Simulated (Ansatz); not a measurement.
# YIn3 (AuCu3 type): bands and what follows from them

Aim: the bands of YIn3 (AuCu3 type) near the Fermi level, with what follows from them: the Fermi surface and transport coefficients.

Method: DFT PBEsol, scalar-relativistic, plane waves, PAW, in Ansatz 0.2.0.

5 further runs of the same task are left out: 5 set aside as unsound or not needed. Runs told in other sessions of the task aren't counted.

**1. Starting point**

The structure is cubic, space group Pm-3m (No. 221). Conventional cell: a = 4.600 Å, b = 4.600 Å, c = 4.600 Å, α = 90.00°, β = 90.00°, γ = 90.00°. Y (site symmetry m-3m) has 12 In at 3.25 Å in its first shell of neighbours. Around In (site symmetry 4/mmm) lie 4 Y at 3.25 Å and 8 In at 3.25 Å.

Coordinates:

```cif
data_structure
_symmetry_space_group_name_H-M 'P 1'
_symmetry_Int_Tables_number 1
_cell_length_a 4.6000
_cell_length_b 4.6000
_cell_length_c 4.6000
_cell_angle_alpha 90.000
_cell_angle_beta 90.000
_cell_angle_gamma 90.000
_cell_volume 97.34
loop_
_atom_site_label
_atom_site_type_symbol
_atom_site_fract_x
_atom_site_fract_y
_atom_site_fract_z
_atom_site_occupancy
Y1 Y 0.00000 0.00000 0.00000 1
In1 In 0.00000 0.50000 0.50000 1
In2 In 0.50000 0.50000 0.00000 1
In3 In 0.50000 0.00000 0.50000 1
```

The cell is the measured one, not relaxed. An earlier run on this cell at PBEsol gave -1.35 GPa at 24.334 Å³/atom (8×8×8 mesh), no gap.

**2. Bands on a fine mesh, Fermi surface**

Contents of input.yaml:

```yaml
crystal:
  lattice:
    - [4.6, 0.0, 0.0]
    - [0.0, 4.6, 0.0]
    - [0.0, 0.0, 4.6]
  atoms:
    - { symbol: "Y", position: [0.0, 0.0, 0.0] }
    - { symbol: In, position: [0.0, 0.5, 0.5] }
    - { symbol: In, position: [0.5, 0.5, 0.0] }
    - { symbol: In, position: [0.5, 0.0, 0.5] }
basis:
  ecutwfc: 420
  ecutrho_ratio: 4
kpoints:
  mp_grid: { grid: [8, 8, 8] }
hamiltonian:
  xc: pbesol
scf:
  occupations: { method: gaussian, width: 0.05 }
output:
  forces: true
  stress: true
  eigenvalues: true
  eigenstates:
    nscf_kmesh: { grid: [10, 10, 10] }
    de_dk: true
    e_range: [-2.5, 2.5]
  write_density: true
  write_potential: true
  elf: true
  volumetric_format: npy
```

Launch:

```console
$ ansatz run input.yaml --threads 4 --pin off --max-ram 9216MiB --backend cpu --events-out ev --progress --plain --runs-dir out
```

The program printed:

```text
Warning: RAYON_NUM_THREADS=4 ignored (pool sized by the plan → 4); use --threads N
Engine: ansatz 0.2.0, aarch64-unknown-linux-gnu
Pseudopotentials: kind: paw
Pseudopotential: Y, paw, valence charge 11, recommended cutoff 420 eV (normal), Y.paw.azcp
Pseudopotential: In, paw, valence charge 13, recommended cutoff 420 eV (normal), In.paw.azcp
Functional definition: PBEsol
  exchange = pbesol_x
  correlation = pbesol_c
Crystal: 4 atoms, lattice volume = 97.336 Å³
Basis set: ecut = 420 eV, 1935 PW (Γ), exchange–correlation on 64×64×64 points (8 copies of the dense FFT grid, shifted against one another)
Bands: 30, of which v1, the nominal top of the filled ones, is band 25 counted from 1 (24 counted from 0)
Symmetry: 48 space group operations
Space group: Pm-3m (ITA 221), of the structure as read, at distance tolerance 4.6e-5 Å
k-points: 35 of 512
Non-local potential: Y, projectors of the file, l = 0: 3, l = 1: 2, l = 2: 2, l = 3: 1
Non-local potential: In, projectors of the file, l = 0: 2, l = 1: 2, l = 2: 2, l = 3: 2
PAW form: soft (Blöchl's): semilocal exchange-correlation on the pseudo side does not see the compensation charge
PAW frozen core: Y, regenerated for the run's functional, and the local potential with it (the file was generated under x = pbe(κ = 0.804, μ = 0.2195149727645171), c = pbe(β = 0.06672455060314922))
PAW frozen core: In, regenerated for the run's functional, and the local potential with it (the file was generated under x = pbe(κ = 0.804, μ = 0.2195149727645171), c = pbe(β = 0.06672455060314922))
PAW one-centre angular grid: Y, 590 points (default); XC on 64 Gauss nodes
PAW one-centre angular grid: In, 590 points (default); XC on 64 Gauss nodes
Initial density: superposition of atomic densities (neutral atoms: chi_scale 0, normalization atom), corrected by the library's trained network
Initial wavefunctions: pseudopotential atomic-orbital guess
Functional: x = pbesol(κ = 0.804, μ = 0.12345679012345678), c = pbesol(β = 0.046)
SCF iter   1: F=—  HF=-20373.276771 eV  |F-HF|=—  |Δ(HF+E_count)|=         —  Δρ=3.95e-3  dr2=2.56e-2  ethr=1.77e-3  ⟨swp⟩=6.1  Hψ=4270  notcnv=0
preconditioner: auto → Kerker (q_TF=auto, 2.442 Å⁻¹)  [metal: Δε(μ)=0.044 eV  Ē_g=14.777 eV  σ=0.050 eV  W_gap=0.45  n_scr=26 (ndim 8)  ℏωp=26.1 eV  f_vac=0.000  D(μ)=1.76/eV (n_scr^D=6)]
SCF iter   2: F=—  HF=-20373.271454 eV  |F-HF|=—  |Δ(HF+E_count)|=   5.32e-3  Δρ=2.00e-3  dr2=9.49e-3  ethr=5.13e-5  ⟨swp⟩=2.2  Hψ=1941  notcnv=0  defer=6
SCF iter   3: F=—  HF=-20373.268741 eV  |F-HF|=—  |Δ(HF+E_count)|=   2.71e-3  Δρ=6.44e-4  dr2=1.29e-3  ethr=1.90e-5  ⟨swp⟩=2.1  Hψ=1273  notcnv=0  defer=7
SCF iter   4: F=—  HF=-20373.268332 eV  |F-HF|=—  |Δ(HF+E_count)|=   4.09e-4  Δρ=1.11e-4  dr2=1.28e-5  ethr=2.58e-6  ⟨swp⟩=2.0  Hψ=1239  notcnv=0  defer=7
SCF iter   5: F=—  HF=-20373.268322 eV  |F-HF|=—  |Δ(HF+E_count)|=   9.70e-6  Δρ=2.76e-5  dr2=9.77e-7  ethr=2.57e-8  ⟨swp⟩=2.8  Hψ=1772  notcnv=0  defer=7
SCF iter   6: F=—  HF=-20373.268326 eV  |F-HF|=—  |Δ(HF+E_count)|=   3.71e-6  Δρ=5.83e-6  dr2=3.86e-8  ethr=1.95e-9  ⟨swp⟩=2.0  Hψ=1186  notcnv=0  defer=7
SCF iter   7: F=—  HF=-20373.268326 eV  |F-HF|=—  |Δ(HF+E_count)|=   2.71e-9  Δρ=1.49e-6  dr2=2.80e-9  ethr=7.73e-11  ⟨swp⟩=2.0  Hψ=1161  notcnv=0  defer=8
SCF iter   8: F=—  HF=-20373.268326 eV  |F-HF|=—  |Δ(HF+E_count)|=  2.36e-10  Δρ=3.26e-7  dr2=1.03e-10  ethr=5.59e-12  ⟨swp⟩=2.3  Hψ=1786  notcnv=0  defer=8
SCF iter   9: F=-20373.268326 eV  HF=-20373.268326 eV  |F-HF|=1.09e-11  |Δ(HF+E_count)|=  2.18e-11  Δρ=5.86e-8  dr2=3.00e-12  ethr=1.00e-12  ⟨swp⟩=7.9  Hψ=4939  notcnv=0
SCF 1 converged in 9 iterations: F = -20373.268326 eV  dr2 = 3.00e-12
NSCF: frozen V_eff on 56 k-points
SCF converged after 9 iterations
Free energy (F): -20373.268326 eV
Harris-Foulkes:  -20373.268326 eV  (|F-HF|=1.09e-11)
Internal energy: -20373.265670 eV  (E = F + TS)
E sigma→0 (E₀):  -20373.266998 eV
Entropy (-TS):   -0.002656 eV (-0.664 meV/atom)
Fermi energy:    11.638840 eV
--- Per-component energies (eV) ---
  E_band       = -114.103089
  E_kinetic    = 1035.978473
  E_local      = -3617.086754  (includes V_loc(G=0)·N_el)
  E_nonlocal   = 1153.322510
  E_hartree    = 1386.115132
  E_xc         = -815.625719
  E_vxc        = -502.226860  (∫ρ·V_xc dr)
  E_paw        = -15021.157754  (= ΣΔE_a)
  E_vpaw       = -956.320754  (= ΣTr[D̂ρ^β])
  E_aug_tail   = 0.000079  (compensation charges beyond the density's cutoff)
  E_ewald      = -4495.668119
  E_core_change = 0.856480  (= ΣΔE_core)
  E_smearing   = -0.002656  (= −TS)
  E_closure    = -0.000000  (closes the sum)
  Σ components = -20373.268326   (vs F -20373.268326, Δ=0.00e0)
--- Forces (eV/Å), atoms counted from 1 ---
  atom   1  Y     -0.00000000     0.00000000    -0.00000000
  atom   2  In     0.00000000    -0.00000000    -0.00000000
  atom   3  In     0.00000000    -0.00000000     0.00000000
  atom   4  In     0.00000000    -0.00000000     0.00000000
  max |Σ_I F_I| component: 2.14e-28 eV/Å
--- Stress (GPa, compression-positive) ---
       -1.350523       0.000000       0.000000
        0.000000      -1.350523       0.000000
        0.000000       0.000000      -1.350523
  P = ⅓ Tr σ = -1.3505 GPa (-13.505 kbar)
--- Band table (eV; the first three rows and the last of 35) ---
  k-point 0: bands = ["-30.9809", "-11.0391", "-11.0391", "-11.0391", "-3.0835", "-3.0775", "-3.0775", "-3.0775", "-2.8837", "-2.8837", "-2.7313", "-2.7313", "-2.7313", "-2.6363", "-2.6363", "-2.4767", "-2.4518", "-2.4518", "-2.4518", "2.3127", "8.8035", "8.8035", "10.0721", "10.0721", "10.0721", "13.7198", "13.7198", "13.7198", "14.3956", "15.2705"]
  k-point 1: bands = ["-30.9807", "-11.0451", "-11.0395", "-11.0395", "-3.0727", "-3.0667", "-3.0566", "-3.0566", "-2.8785", "-2.8687", "-2.7361", "-2.7285", "-2.7285", "-2.6483", "-2.6359", "-2.4882", "-2.4772", "-2.4772", "-2.4518", "2.4394", "7.9527", "8.9005", "10.1028", "10.1028", "10.7335", "13.4659", "13.4659", "13.7266", "13.9153", "14.7526"]
  k-point 2: bands = ["-30.9804", "-11.0595", "-11.0405", "-11.0405", "-3.0605", "-3.0209", "-2.9968", "-2.9968", "-2.8651", "-2.8276", "-2.7481", "-2.7225", "-2.7225", "-2.6832", "-2.6354", "-2.5472", "-2.5472", "-2.5204", "-2.4518", "2.8143", "6.6724", "9.1939", "10.1633", "10.1633", "11.6237", "12.5572", "13.1557", "13.1557", "13.7434", "15.0832"]
  k-point 34: bands = ["-30.9785", "-11.0634", "-11.0634", "-11.0634", "-2.9572", "-2.9548", "-2.9548", "-2.9548", "-2.8741", "-2.8741", "-2.8741", "-2.7040", "-2.7040", "-2.7040", "-2.6747", "-2.6747", "-2.4837", "-2.4837", "-2.4837", "6.6936", "6.6936", "6.6936", "7.9188", "9.2670", "9.2670", "9.2670", "13.5640", "14.6339", "14.6339", "15.9603"]
--- Fermi surface from the table of eigenstates, both spin states counted (twice the sheets' area in a run without spin) ---
  How far the three rows differ hints at the mesh's error and does not bound it.
  reading                E - E_F (eV)   area (Å⁻²)  resistivity times mean free path along x, y, z (Ω·m²), under one mean free path over the surface
  by tetrahedra               -0.0061       25.993  1.1761e-15  1.1761e-15  1.1761e-15
  by the states' slopes        0.0325       25.635  1.1926e-15  1.1926e-15  1.1926e-15
  on every second point       -0.0525       19.038  1.6058e-15  1.6058e-15  1.6058e-15
```

Run time: 4.3 s. Hardware: 4 threads of Arm Neoverse V1, shared host; peak memory 0.45 GiB.

This gives: volume 24.334 Å³/atom, pressure -1.35 GPa, no gap.

Bands that cross the Fermi level on the 10×10×10 mesh (edges cut at 2.5 eV from it):

```
spin  band  lowest (eV)  highest (eV)
both    25        -2.37          0.43
both    26        -2.37          2.08
```

Density in a lattice plane of the grid's cell (edges 4.60 and 4.60 Å, at 0.000 of the third edge), which holds Y and In.

Ten even steps from '0' (0.08 e/Å³) to '9' (11.94 e/Å³):
```
222210000000000000001222
222100000000000000000122
111000000000000000000011
000000000000000000000000
000000000000000000000000
000000000000000000000000
000000000011111000000000
000000000124442100000000
000000001247874210000000
000000001358985310000000
000000001247874210000000
000000000124442100000000
000000000011111000000000
000000000000000000000000
000000000000000000000000
000000000000000000000000
111000000000000000000011
222100000000000000000122
222210000000000000001222
222210000000000000001222
```
Columns run along the first of these edges and rows up along the second, over one cell in 24 and 20 even steps from the bottom left corner. Atoms in the plane (fractional): Y at (0.00, 0.00), In at (0.50, 0.50).

ELF in the same plane.

Values, 12 rows by 12 columns:
```
0.76 0.84 0.73 0.16 0.12 0.27 0.32 0.27 0.12 0.16 0.73 0.84
0.80 0.73 0.33 0.12 0.26 0.37 0.38 0.37 0.26 0.12 0.33 0.73
0.22 0.16 0.12 0.25 0.34 0.29 0.27 0.29 0.34 0.25 0.12 0.16
0.09 0.12 0.26 0.34 0.28 0.27 0.24 0.27 0.28 0.34 0.26 0.12
0.21 0.27 0.37 0.29 0.27 0.10 0.03 0.10 0.27 0.29 0.37 0.27
0.27 0.32 0.38 0.27 0.24 0.03 0.00 0.03 0.24 0.27 0.38 0.32
0.21 0.27 0.37 0.29 0.27 0.10 0.03 0.10 0.27 0.29 0.37 0.27
0.09 0.12 0.26 0.34 0.28 0.27 0.24 0.27 0.28 0.34 0.26 0.12
0.22 0.16 0.12 0.25 0.34 0.29 0.27 0.29 0.34 0.25 0.12 0.16
0.80 0.73 0.33 0.12 0.26 0.37 0.38 0.37 0.26 0.12 0.33 0.73
0.76 0.84 0.73 0.16 0.12 0.27 0.32 0.27 0.12 0.16 0.73 0.84
0.34 0.76 0.80 0.22 0.09 0.21 0.27 0.21 0.09 0.22 0.80 0.76
```
Columns run along the first of these edges and rows up along the second, over one cell in 12 and 12 even steps from the bottom left corner. Atoms in the plane (fractional): Y at (0.00, 0.00), In at (0.50, 0.50).

Both are smooth fields of the valence electrons: close to the nuclei they are not physical.

**3. States of the whole zone by energy, transport at constant relaxation time**

input.yaml: that of step 2 with these lines changed.

```diff
@@ -23,9 +23,2 @@
   eigenvalues: true
-  eigenstates:
-    nscf_kmesh: { grid: [10, 10, 10] }
-    de_dk: true
-    e_range: [-2.5, 2.5]
-  write_density: true
-  write_potential: true
-  elf: true
-  volumetric_format: npy
+  states_by_energy: { minimum_broadening: 0.05 }
```

Launch:

```console
$ ansatz run input.yaml --threads 4 --pin off --max-ram 9216MiB --backend cpu --events-out ev --progress --plain --runs-dir out
```

The program printed:

```text
Warning: RAYON_NUM_THREADS=4 ignored (pool sized by the plan → 4); use --threads N
[... 7 set-up lines as earlier in the session ...]
Crystal: 4 atoms, lattice volume = 97.336 Å³
Basis set: ecut = 420 eV, 1935 PW (Γ), exchange–correlation on 64×64×64 points (8 copies of the dense FFT grid, shifted against one another)
Bands: 30, of which v1, the nominal top of the filled ones, is band 25 counted from 1 (24 counted from 0)
[... 2 set-up lines as earlier in the session ...]
k-points: 35 of 512
[... 10 set-up lines as earlier in the session ...]
SCF iter   1: F=—  HF=-20373.276771 eV  |F-HF|=—  |Δ(HF+E_count)|=         —  Δρ=3.95e-3  dr2=2.56e-2  ethr=1.77e-3  ⟨swp⟩=6.1  Hψ=4270  notcnv=0
preconditioner: auto → Kerker (q_TF=auto, 2.442 Å⁻¹)  [metal: Δε(μ)=0.044 eV  Ē_g=14.777 eV  σ=0.050 eV  W_gap=0.45  n_scr=26 (ndim 8)  ℏωp=26.1 eV  f_vac=0.000  D(μ)=1.76/eV (n_scr^D=6)]
SCF iter   2: F=—  HF=-20373.271454 eV  |F-HF|=—  |Δ(HF+E_count)|=   5.32e-3  Δρ=2.00e-3  dr2=9.49e-3  ethr=5.13e-5  ⟨swp⟩=2.2  Hψ=1941  notcnv=0  defer=6
SCF iter   3: F=—  HF=-20373.268741 eV  |F-HF|=—  |Δ(HF+E_count)|=   2.71e-3  Δρ=6.44e-4  dr2=1.29e-3  ethr=1.90e-5  ⟨swp⟩=2.1  Hψ=1273  notcnv=0  defer=7
SCF iter   4: F=—  HF=-20373.268332 eV  |F-HF|=—  |Δ(HF+E_count)|=   4.09e-4  Δρ=1.11e-4  dr2=1.28e-5  ethr=2.58e-6  ⟨swp⟩=2.0  Hψ=1239  notcnv=0  defer=7
SCF iter   5: F=—  HF=-20373.268326 eV  |F-HF|=—  |Δ(HF+E_count)|=   6.00e-6  Δρ=2.76e-5  dr2=9.77e-7  ethr=2.57e-8  ⟨swp⟩=2.8  Hψ=1773  notcnv=0  defer=7
SCF iter   6: F=-20373.268326 eV  HF=-20373.268326 eV  |F-HF|=6.98e-10  |Δ(HF+E_count)|=   1.24e-8  Δρ=5.82e-6  dr2=3.91e-8  ethr=2.00e-10  ⟨swp⟩=7.4  Hψ=4441  notcnv=0
SCF 1 converged in 6 iterations: F = -20373.268326 eV  dr2 = 3.91e-8
NSCF: frozen V_eff on 8 k-points
SCF converged after 6 iterations
Free energy (F): -20373.268326 eV
Harris-Foulkes:  -20373.268326 eV  (|F-HF|=6.98e-10)
Internal energy: -20373.265670 eV  (E = F + TS)
E sigma→0 (E₀):  -20373.266998 eV
Entropy (-TS):   -0.002656 eV (-0.664 meV/atom)
Fermi energy:    11.638816 eV
--- Per-component energies (eV) ---
  E_band       = -114.105246
  E_kinetic    = 1035.978671
  E_local      = -3617.088631  (includes V_loc(G=0)·N_el)
  E_nonlocal   = 1153.323192
  E_hartree    = 1386.116481
  E_xc         = -815.625810
  E_vxc        = -502.226942  (∫ρ·V_xc dr)
  E_paw        = -15021.158014  (= ΣΔE_a)
  E_vpaw       = -956.320514  (= ΣTr[D̂ρ^β])
  E_aug_tail   = 0.000079  (compensation charges beyond the density's cutoff)
  E_ewald      = -4495.668119
  E_core_change = 0.856480  (= ΣΔE_core)
  E_smearing   = -0.002656  (= −TS)
  E_closure    = 0.000000  (closes the sum)
  Σ components = -20373.268326   (vs F -20373.268326, Δ=0.00e0)
--- Forces (eV/Å), atoms counted from 1 ---
  atom   1  Y     -0.00000000     0.00000000    -0.00000000
  atom   2  In     0.00000000     0.00000000     0.00000000
  atom   3  In     0.00000000    -0.00000000     0.00000000
  atom   4  In    -0.00000000    -0.00000000     0.00000000
  max |Σ_I F_I| component: 6.53e-29 eV/Å
--- Stress (GPa, compression-positive) ---
       -1.350465       0.000000       0.000000
        0.000000      -1.350465       0.000000
        0.000000       0.000000      -1.350465
  P = ⅓ Tr σ = -1.3505 GPa (-13.505 kbar)
--- Band table (eV; the first three rows and the last of 35) ---
  k-point 0: bands = ["-30.9809", "-11.0391", "-11.0391", "-11.0391", "-3.0835", "-3.0775", "-3.0775", "-3.0775", "-2.8838", "-2.8838", "-2.7314", "-2.7314", "-2.7314", "-2.6364", "-2.6364", "-2.4767", "-2.4519", "-2.4519", "-2.4519", "2.3127", "8.8034", "8.8034", "10.0721", "10.0721", "10.0721", "13.7198", "13.7198", "13.7198", "14.3956", "15.2705"]
  k-point 1: bands = ["-30.9808", "-11.0451", "-11.0396", "-11.0396", "-3.0727", "-3.0667", "-3.0567", "-3.0567", "-2.8785", "-2.8688", "-2.7361", "-2.7286", "-2.7286", "-2.6483", "-2.6359", "-2.4883", "-2.4773", "-2.4773", "-2.4518", "2.4394", "7.9527", "8.9005", "10.1028", "10.1028", "10.7335", "13.4659", "13.4659", "13.7266", "13.9153", "14.7526"]
  k-point 2: bands = ["-30.9804", "-11.0595", "-11.0405", "-11.0405", "-3.0605", "-3.0209", "-2.9968", "-2.9968", "-2.8652", "-2.8276", "-2.7482", "-2.7226", "-2.7226", "-2.6833", "-2.6354", "-2.5473", "-2.5473", "-2.5205", "-2.4518", "2.8143", "6.6724", "9.1939", "10.1633", "10.1633", "11.6237", "12.5572", "13.1557", "13.1557", "13.7433", "15.0832"]
  k-point 34: bands = ["-30.9785", "-11.0635", "-11.0635", "-11.0635", "-2.9573", "-2.9549", "-2.9549", "-2.9549", "-2.8741", "-2.8741", "-2.8741", "-2.7040", "-2.7040", "-2.7040", "-2.6748", "-2.6748", "-2.4837", "-2.4837", "-2.4837", "6.6936", "6.6936", "6.6936", "7.9188", "9.2670", "9.2670", "9.2670", "13.5640", "14.6339", "14.6339", "15.9602"]
```

Wall time 35 s (4 threads of Arm Neoverse V1, shared host); peak memory 0.89 GiB.

In short: volume 24.334 Å³/atom, pressure -1.35 GPa, no gap.

A script then sums the file of states by energy over Fermi windows, for rigid-band transport at a constant relaxation time τ. Negative carriers are holes, and the chemical potential counts from the run's Fermi level:

| T (K) | electrons added (10¹⁹ cm⁻³) | chemical potential (eV) | σ/τ xx (10²⁰/Ω m s) | Seebeck xx (μV/K) | Lorenz xx (10⁻⁸ V²/K²) |
| --- | --- | --- | --- | --- | --- |
| 600 | 0 | 0.028 | 7.99 | 9 | 2.28 |
| 600 | 1 | 0.029 | 7.98 | 9 | 2.29 |
| 600 | -1 | 0.028 | 7.99 | 9 | 2.28 |
| 600 | 10 | 0.033 | 7.96 | 9 | 2.29 |
| 600 | -10 | 0.023 | 8.02 | 8 | 2.28 |
| 600 | 100 | 0.080 | 7.63 | 12 | 2.41 |
| 600 | -100 | -0.021 | 8.19 | 3 | 2.23 |
| 900 | 0 | 0.032 | 7.8 | 7 | 2.30 |
| 900 | 1 | 0.032 | 7.8 | 7 | 2.30 |
| 900 | -1 | 0.031 | 7.81 | 7 | 2.30 |
| 900 | 10 | 0.037 | 7.79 | 7 | 2.31 |
| 900 | -10 | 0.027 | 7.82 | 6 | 2.29 |
| 900 | 100 | 0.085 | 7.59 | 9 | 2.44 |
| 900 | -100 | -0.020 | 7.94 | 3 | 2.22 |

**4. Outcome**

```
                               quantity                                                 value
       Fermi-surface area, spins summed                                             25.99 Å⁻²
resistivity × mean free path, xx and zz                               1.18, 1.18 × 10⁻¹⁵ Ω m²
                  largest S²σ/τ along x  at 600 K with 100 × 10¹⁹ cm⁻³ electrons, S = 12 μV/K
```

What this shows: On the fine mesh the Fermi surface has sheets from 2 bands. The area isn't converged in the mesh. Among the cases computed, S²σ/τ along x is largest at 600 K for electron doping of 100 × 10¹⁹ cm⁻³. That is the edge of the range tried, not a located peak.
